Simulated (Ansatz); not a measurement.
# Ba2Tl5V3O12 (P1) in Ansatz: notebook

The runs below take Ba2Tl5V3O12 through electron localisation function, atomic charges, with PBE.

Everything below comes from runs of Ansatz 0.2.0. Logs are shortened: lines on timing, memory, paths and dates and some standing lists are left out, and cuts for length are marked.

## (1) The crystal as given

The typed cell holds 22 atoms: a = 6.653 Å, b = 8.840 Å, c = 9.892 Å, α = 71.07°, β = 73.99°, γ = 70.69°.

The cell was built by a generator and needn't be a form met in nature.

## (2) Electron localisation function, PBE, collinear spin, ferromagnetic start

The input, input.yaml:

```yaml
crystal:
  lattice:
    - [6.65272, 0.04946, 0.02017]
    - [2.8607, 8.36464, 0.00384]
    - [2.68279, 2.46936, 9.19569]
  atoms:
    - { symbol: Ba, position: [0.80419, 0.04665, 0.02264] }
    - { symbol: Ba, position: [0.21205, 0.95157, 0.34012] }
    - { symbol: V, position: [0.7454, 0.70796, 0.33582], spin: 2.0 }
    - { symbol: V, position: [0.25963, 0.26599, 0.03225], spin: 2.0 }
    - { symbol: V, position: [0.04074, 0.07695, 0.66106], spin: 2.0 }
    - { symbol: Tl, position: [0.25636, 0.39847, 0.35003] }
    - { symbol: Tl, position: [0.58966, 0.34866, 0.60553] }
    - { symbol: Tl, position: [0.57327, 0.88069, 0.66842] }
    - { symbol: Tl, position: [0.74552, 0.49664, 0.11648] }
    - { symbol: Tl, position: [0.11891, 0.64206, 0.74303] }
    - { symbol: O, position: [0.28433, 0.09717, 0.54175] }
    - { symbol: O, position: [0.8535, 0.49575, 0.34386] }
    - { symbol: O, position: [0.40255, 0.20448, 0.17282] }
    - { symbol: O, position: [0.88414, 0.05377, 0.55967] }
    - { symbol: O, position: [0.14017, 0.47956, 0.98899] }
    - { symbol: O, position: [0.54627, 0.73631, 0.48712] }
    - { symbol: O, position: [0.90594, 0.24279, 0.73262] }
    - { symbol: O, position: [0.61543, 0.80058, 0.18857] }
    - { symbol: O, position: [0.05538, 0.16451, 0.10164] }
    - { symbol: O, position: [0.08209, 0.90404, 0.80708] }
    - { symbol: O, position: [0.44178, 0.20123, 0.89187] }
    - { symbol: O, position: [0.94269, 0.80417, 0.30862] }
hamiltonian:
  xc: pbe
  pseudopotentials: { kind: paw }
magnetization:
  spin_polarized: true
kpoints:
  mp_grid: { grid: [5, 4, 3] }
scf:
  occupations: { method: fermi_dirac, width: 0.05 }
output:
  forces: true
  stress: true
  eigenvalues: true
  write_density: true
  write_potential: true
  elf: true
  volumetric_format: npy
```

Potentials or basis: Ansatz PAW.

Started as:

```bash
$ ansatz run input.yaml --threads 8 --pin off --max-ram 20480MiB --backend cpu --events-out ev --progress --plain --runs-dir out
```

Output:

```text
Warning: RAYON_NUM_THREADS=8 ignored (pool sized by the plan → 8); use --threads N
Engine: ansatz 0.2.0, aarch64-unknown-linux-gnu
Pseudopotentials: kind: paw
Pseudopotential: Ba, paw, valence charge 10, recommended cutoff 420 eV (normal), Ba.paw.azcp
Pseudopotential: V, paw, valence charge 13, recommended cutoff 420 eV (normal), V.paw.azcp
Pseudopotential: Tl, paw, valence charge 13, recommended cutoff 420 eV (normal), Tl.paw.azcp
Pseudopotential: O, paw, valence charge 6, recommended cutoff 420 eV (normal), O.paw.azcp
Functional definition: PBE
  parameter kappa = 0.804
  parameter beta = 0.06672455060314922
  exchange = pbe_x(kappa = kappa, mu = beta*pi^2/3)
  correlation = pbe_c(beta = beta)
Crystal: 22 atoms, lattice volume = 510.044 Å³
Basis set: ecut = 420 eV, 9957 PW (Γ), exchange–correlation on 90×120×144 points (8 copies of the dense FFT grid, shifted against one another)
Bands: 123, of which v1, the nominal top of the filled ones, is band 98 counted from 1 (97 counted from 0)
Symmetry: 1 space group operations
Space group: P1 (ITA 1), of the structure as read, at distance tolerance 8.0e-5 Å
Magnetic group: BNS 1.1 (UNI 1), of the structure as read, at distance tolerance 8.0e-5 Å
k-points: 31 of 60 (time reversal used)
Non-local potential: Ba, projectors of the file, l = 0: 3, l = 1: 2, l = 2: 2, l = 3: 2
Non-local potential: V, projectors of the file, l = 0: 3, l = 1: 2, l = 2: 3, l = 3: 1
Non-local potential: Tl, projectors of the file, l = 0: 2, l = 1: 2, l = 2: 2, l = 3: 1
Non-local potential: O, projectors of the file, l = 0: 2, l = 1: 2, l = 2: 1
PAW form: soft (Blöchl's): semilocal exchange-correlation on the pseudo side does not see the compensation charge
PAW one-centre angular grid: Ba, 194 points (default); XC on 64 Gauss nodes
PAW one-centre angular grid: V, 590 points (default); XC on 64 Gauss nodes
PAW one-centre angular grid: Tl, 590 points (default); XC on 64 Gauss nodes
PAW one-centre angular grid: O, 110 points (default); XC on 64 Gauss nodes
Initial density: superposition of atomic densities (chi_scale 0.1, normalization cell, long waves kept (reshape's long-wave potential 0.25 eV rms))
Starting moments: Σ|m| = 6 μB on 3 of 22 sites
Initial wavefunctions: pseudopotential atomic-orbital guess
[... 23 lines left out ...]
SCF converged after 16 iterations
Magnetization: 0.0000 μB (98.0000 up, 98.0000 down)
Absolute magnetization: 0.0000 μB (∫|ρ↑−ρ↓|, with the PAW one-centre terms)
Spin contamination: 0.0000 ħ² per cell (⟨S²⟩ above its minimum at these occupations)
Per-site moments (μB) at R_I (Å): [(9.1020759194536e-9, 1.0826993435990346), (1.1139132010840098e-8, 1.1008450027020464), (1.7285942230639973e-6, 0.7040921507293033), (1.718458334098467e-6, 0.6967705963619749), (1.6573851088968251e-6, 0.7034710413820764), (-1.0134848914184394e-9, 1.0483390054533286), (-2.4600536214641283e-9, 1.0335684942096557), (1.4663408391767902e-9, 1.032778506801158), (1.479275810091391e-9, 1.0477623092635233), (5.751195712090222e-9, 0.9927183038231563), (-5.946330538112637e-7, 0.7204735535114475), (-6.244861389869825e-7, 0.724585893503469), (-6.201315172103473e-7, 0.7180923170806168), (-5.983010232660648e-7, 0.7126141596626483), (-5.974962438493881e-7, 0.720482666763476), (-6.466833771848934e-7, 0.7130152147464567), (-6.348591048899949e-7, 0.7034710413820764), (-6.595899658505231e-7, 0.7136262787756399), (-6.45547065616011e-7, 0.7161923844968247), (-5.990750624368415e-7, 0.7153658655060826), (-6.704637796826713e-7, 0.6967705963619749), (-6.990391690873943e-7, 0.7040921507293033)]
Free energy (F): -84681.899893 eV
Harris-Foulkes:  -84681.899893 eV  (|F-HF|=9.40e-9)
Internal energy: -84681.899893 eV  (E = F + TS)
E sigma→0 (E₀):  -84681.899893 eV
Fermi energy:    5.275738 eV
--- Per-component energies (eV) ---
  E_band       = -1564.216193
  E_kinetic    = 5097.989812
  E_local      = -19900.655672  (includes V_loc(G=0)·N_el)
  E_nonlocal   = 2126.514754
  E_hartree    = 8073.187022
  E_xc         = -2767.214788
  E_vxc        = -2605.578547  (∫ρ·V_xc dr)
  E_paw        = -66488.730541  (= ΣΔE_a)
  E_vpaw       = -2428.880477  (= ΣTr[D̂ρ^β])
  E_aug_tail   = 0.029904  (compensation charges beyond the density's cutoff)
  E_ewald      = -10823.020383
  E_smearing   = -0.000000  (= −TS)
  E_closure    = 0.000000  (closes the sum)
  Σ components = -84681.899893   (vs F -84681.899893, Δ=0.00e0)
--- Forces (eV/Å), atoms counted from 1 ---
  atom   1  Ba    -0.00332145    -0.00004231     0.00893901
  atom   2  Ba    -0.00125567    -0.00055167     0.00202298
  atom   3  V      0.00622358    -0.00090941    -0.00395575
  atom   4  V     -0.00585127     0.00444781     0.00756091
  atom   5  V      0.00076699    -0.00054369    -0.00867280
  atom   6  Tl     0.00164139     0.00319777    -0.00112299
[... 14 lines left out ...]
  atom  21  O      0.00118192    -0.00090685    -0.00001006
  atom  22  O     -0.00124404    -0.00080031     0.00072305
  max |Σ_I F_I| component: 4.03e-5 eV/Å
--- Stress (GPa, compression-positive) ---
        0.010509       0.005519       0.006287
        0.005519       0.010110      -0.004701
        0.006287      -0.004701       0.001967
  P = ⅓ Tr σ = 0.0075 GPa (0.075 kbar)
--- Band table (eV; the first three rows and the last of 62) ---
  k-point 0 ↑: bands = ["-59.7379", "-59.7375", "-59.7216", "-33.7296", "-33.7105", "-33.7095", "-33.7083", "-33.6956", "-33.6806", "-33.6687", "-33.6633", "-33.6447", "-21.3587", "-21.3108", "-12.6837", "-12.6360", "-12.6130", "-12.3097", "-12.2745", "-12.2294", "-12.2084", "-12.2008", "-12.1245", "-12.1215", "-11.9991", "-11.9444", "-6.6868", "-6.5546", "-6.5312", "-6.5005", "-6.4409", "-6.3866", "-5.9082", "-5.8814", "-5.8692", "-5.7583", "-5.7488", "-5.6935", "-5.6383", "-5.6258", "-5.5914", "-5.5845", "-5.5748", "-5.5524", "-5.5435", "-5.5353", "-5.5217", "-5.5179", "-5.4958", "-5.4852", "-5.4764", "-5.4569", "-5.4136", "-5.3921", "-5.3716", "-5.3453", "-5.3228", "-1.1751", "-0.8754", "-0.7827", "-0.4316", "-0.2725", "0.7572", "0.8159", "0.8500", "0.9061", "0.9195", "0.9549", "1.0302", "1.0488", "1.0854", "1.1340", "1.1859", "1.2731", "1.4561", "1.5778", "1.6866", "1.8016", "1.8204", "1.8645", "2.0404", "2.0641", "2.0787", "2.2090", "2.2914", "2.4539", "2.5702", "2.7019", "2.8383", "2.8528", "2.9792", "3.0070", "3.0530", "3.1141", "3.1980", "3.2467", "3.5039", "3.8429", "6.9700", "7.2485", "7.2907", "7.4028", "7.4530", "7.5089", "7.5855", "7.7070", "7.9376", "8.0835", "8.2167", "8.3946", "8.4220", "8.5811", "8.6196", "8.7431", "8.8866", "8.8957", "8.9710", "9.0644", "9.1495", "9.2864", "9.4888", "9.7608", "9.9457"]
  k-point 1 ↑: bands = ["-59.7379", "-59.7375", "-59.7216", "-33.7296", "-33.7105", "-33.7095", "-33.7083", "-33.6956", "-33.6806", "-33.6687", "-33.6633", "-33.6447", "-21.3583", "-21.3111", "-12.6832", "-12.6371", "-12.6101", "-12.3065", "-12.2761", "-12.2459", "-12.2062", "-12.1943", "-12.1331", "-12.1094", "-11.9982", "-11.9450", "-6.6855", "-6.5516", "-6.5341", "-6.5023", "-6.4412", "-6.3861", "-5.9081", "-5.8813", "-5.8697", "-5.7586", "-5.7483", "-5.6922", "-5.6381", "-5.6266", "-5.5900", "-5.5837", "-5.5739", "-5.5540", "-5.5440", "-5.5357", "-5.5233", "-5.5169", "-5.4962", "-5.4833", "-5.4777", "-5.4556", "-5.4139", "-5.3941", "-5.3717", "-5.3453", "-5.3225", "-1.1699", "-0.9261", "-0.7213", "-0.4768", "-0.2249", "0.7600", "0.7847", "0.8231", "0.9058", "0.9162", "0.9674", "1.0084", "1.0579", "1.0681", "1.1288", "1.2798", "1.3262", "1.4745", "1.5756", "1.6222", "1.7332", "1.7943", "1.8818", "1.9665", "2.0712", "2.1306", "2.1978", "2.2668", "2.5272", "2.5495", "2.7189", "2.7977", "2.8711", "2.9875", "3.0323", "3.0794", "3.1252", "3.2163", "3.3345", "3.4818", "3.7297", "6.9578", "7.2075", "7.2976", "7.4124", "7.4534", "7.4735", "7.5904", "7.7564", "7.9150", "8.0768", "8.2273", "8.3278", "8.4882", "8.5785", "8.6875", "8.7661", "8.8612", "8.9616", "9.0042", "9.0626", "9.0978", "9.2835", "9.3865", "9.6261", "9.9445"]
  k-point 2 ↑: bands = ["-59.7379", "-59.7375", "-59.7216", "-33.7296", "-33.7105", "-33.7095", "-33.7083", "-33.6956", "-33.6806", "-33.6687", "-33.6633", "-33.6447", "-21.3587", "-21.3108", "-12.6872", "-12.6510", "-12.5939", "-12.3074", "-12.2701", "-12.2393", "-12.2079", "-12.1993", "-12.1250", "-12.1201", "-11.9989", "-11.9448", "-6.6868", "-6.5544", "-6.5314", "-6.4999", "-6.4414", "-6.3872", "-5.9086", "-5.8818", "-5.8688", "-5.7584", "-5.7489", "-5.6938", "-5.6378", "-5.6246", "-5.5909", "-5.5834", "-5.5754", "-5.5528", "-5.5422", "-5.5352", "-5.5232", "-5.5179", "-5.4965", "-5.4853", "-5.4791", "-5.4553", "-5.4139", "-5.3916", "-5.3711", "-5.3452", "-5.3229", "-1.1813", "-0.8624", "-0.7882", "-0.5143", "-0.1417", "0.7230", "0.7788", "0.8408", "0.8705", "0.9088", "0.9492", "1.0121", "1.0811", "1.1408", "1.1656", "1.2112", "1.2523", "1.4624", "1.5544", "1.7175", "1.7575", "1.8111", "1.9185", "2.0015", "2.0693", "2.1001", "2.2183", "2.3220", "2.4333", "2.5736", "2.6328", "2.7408", "2.9274", "2.9812", "3.0246", "3.0686", "3.1037", "3.2074", "3.2554", "3.5110", "3.8299", "6.8935", "7.2310", "7.3342", "7.3657", "7.4134", "7.4860", "7.5341", "7.7070", "8.0055", "8.1203", "8.2538", "8.3175", "8.4667", "8.5410", "8.6799", "8.7938", "8.8479", "8.9119", "8.9949", "9.0548", "9.1362", "9.3143", "9.4824", "9.7765", "9.9553"]
  k-point 30 ↓: bands = ["-59.7379", "-59.7374", "-59.7216", "-33.7296", "-33.7105", "-33.7095", "-33.7083", "-33.6956", "-33.6806", "-33.6687", "-33.6633", "-33.6447", "-21.3531", "-21.3158", "-12.6772", "-12.6674", "-12.6230", "-12.2904", "-12.2712", "-12.2515", "-12.2289", "-12.1955", "-12.1308", "-12.1045", "-11.9755", "-11.9234", "-6.6376", "-6.5919", "-6.5378", "-6.4941", "-6.4356", "-6.4128", "-5.9107", "-5.8865", "-5.8690", "-5.7563", "-5.7501", "-5.6705", "-5.6433", "-5.6226", "-5.6034", "-5.5878", "-5.5752", "-5.5548", "-5.5394", "-5.5299", "-5.5222", "-5.5127", "-5.4941", "-5.4855", "-5.4827", "-5.4596", "-5.4162", "-5.3941", "-5.3696", "-5.3426", "-5.3276", "-1.1660", "-0.9526", "-0.7747", "-0.5482", "-0.2259", "0.6863", "0.7354", "0.7957", "0.8593", "0.9327", "0.9943", "1.0208", "1.0370", "1.1543", "1.1612", "1.3564", "1.4570", "1.5273", "1.5803", "1.6897", "1.7336", "1.8394", "1.8977", "1.9993", "2.0970", "2.1642", "2.2261", "2.3026", "2.4531", "2.5611", "2.7364", "2.7851", "2.8700", "2.9478", "2.9859", "3.0316", "3.1097", "3.2192", "3.3265", "3.4441", "3.6981", "6.8744", "7.1437", "7.2649", "7.3216", "7.3954", "7.4402", "7.5817", "7.7314", "7.8545", "7.9660", "8.1838", "8.4239", "8.5272", "8.6754", "8.7519", "8.7968", "8.8446", "8.9347", "9.0333", "9.0880", "9.1465", "9.2884", "9.5215", "9.6105", "9.8155"]
```

Run time: 5.6 min. Hardware: 8 threads of Arm Neoverse N1, shared host; peak memory 4.3 GiB.

What came out:

| Quantity | Value |
| --- | --- |
| Free energy | -84681.8999 eV |
| Pressure | 0.0 GPa |
| Largest force | 0.011 eV/Å |
| Band gap on the k mesh | 2.90 eV, indirect (least direct gap 3.01 eV) |
| Net moment | 0.00 μB per cell |
| Absolute moment | 0.00 μB per cell |

Forces in eV/Å, atoms in the order of the input:
```
Ba  -0.003  0.000  0.009
Ba  -0.001 -0.001  0.002
V    0.006 -0.001 -0.004
V   -0.006  0.004  0.008
V    0.001 -0.001 -0.009
Tl   0.002  0.003 -0.001
Tl  -0.001  0.001 -0.003
Tl  -0.001 -0.002 -0.004
Tl  -0.003  0.002  0.001
Tl  -0.001 -0.003  0.000
O   -0.005  0.000  0.006
O    0.000 -0.001  0.002
O    0.002 -0.001 -0.009
O    0.004  0.002  0.004
O    0.003 -0.005  0.000
O    0.002 -0.001  0.002
O    0.001 -0.001  0.000
O   -0.001  0.002 -0.004
O    0.002  0.002 -0.004
O    0.001  0.001  0.003
O    0.001 -0.001  0.000
O   -0.001 -0.001  0.001
```

Caveat: odd divisions of the mesh miss points on the zone boundary, where band edges often lie, so the gap on the mesh can be too wide; spin-orbit coupling is left out, which as a rule narrows the gap of such compounds by several tenths of an eV; the starting moments weren't kept.

## (3) Atomic charges, PBE, collinear spin, ferromagnetic start

Changes to input.yaml since step 2:

```diff
@@ -41,5 +41,3 @@
   eigenvalues: true
-  write_density: true
-  write_potential: true
-  elf: true
-  volumetric_format: npy
+  bader: true
+  populations: true
```

Potentials or basis: Ansatz PAW.

Started as:

```bash
$ ansatz run input.yaml --threads 8 --pin off --max-ram 20480MiB --backend cpu --events-out ev --progress --plain --runs-dir out
```

Wall time 5.3 min (8 threads of Arm Neoverse N1, shared host); peak memory 4.4 GiB.

The run converged. Its results:

```yaml
Free_energy: -84681.8999 eV
Pressure: 0.0 GPa
Largest_force: 0.011 eV/Å
Band_gap_on_the_k_mesh: 2.90 eV, indirect (least direct gap 3.01 eV)
Net_moment: 0.00 μB per cell
Absolute_moment: 0.00 μB per cell
Bader_charges: Ba +1.62, +1.60; V +2.11, +2.09; Tl +0.72, +0.74, +0.73, +0.70, +0.69; O -1.10, -1.08, -1.12, -1.09, -1.04, -1.14, -1.05, -1.11 e
```

Forces in eV/Å, atoms in the order of the input:
```
Ba  -0.003  0.000  0.009
Ba  -0.001 -0.001  0.002
V    0.006 -0.001 -0.004
V   -0.006  0.004  0.008
V    0.001 -0.001 -0.009
Tl   0.002  0.003 -0.001
Tl  -0.001  0.001 -0.003
Tl  -0.001 -0.002 -0.004
Tl  -0.003  0.002  0.001
Tl  -0.001 -0.003  0.000
O   -0.005  0.000  0.006
O    0.000 -0.001  0.002
O    0.002 -0.001 -0.009
O    0.004  0.002  0.004
O    0.003 -0.005  0.000
O    0.002 -0.001  0.002
O    0.001 -0.001  0.000
O   -0.001  0.002 -0.004
O    0.002  0.002 -0.004
O    0.001  0.001  0.003
O    0.001 -0.001  0.000
O   -0.001 -0.001  0.001
```

Levels at points of the mesh, in eV from the valence-band top:
Spin up:
```tsv
k point	band 96	band 97	band 98	band 99	band 100	band 101
(0.00, 0.00, 0.00)	-0.60	-0.34	0.00	3.13	3.41	3.45
(0.00, -0.50, 0.00)	-0.60	-0.32	-0.02	2.99	3.34	3.45
```
Spin down:
| k point | band 95 | band 96 | band 97 | band 98 | band 99 | band 100 | band 101 | band 102 |
| --- | --- | --- | --- | --- | --- | --- | --- | --- |
| (0.00, 0.00, 0.00) | -0.64 | -0.60 | -0.34 | 0.00 | 3.13 | 3.41 | 3.45 | 3.56 |
| (0.00, -0.50, 0.00) | -0.64 | -0.60 | -0.32 | -0.02 | 2.99 | 3.34 | 3.45 | 3.53 |

Caveat: odd divisions of the mesh miss points on the zone boundary, where band edges often lie, so the gap on the mesh can be too wide; spin-orbit coupling is left out, which as a rule narrows the gap of such compounds by several tenths of an eV; the starting moments weren't kept.
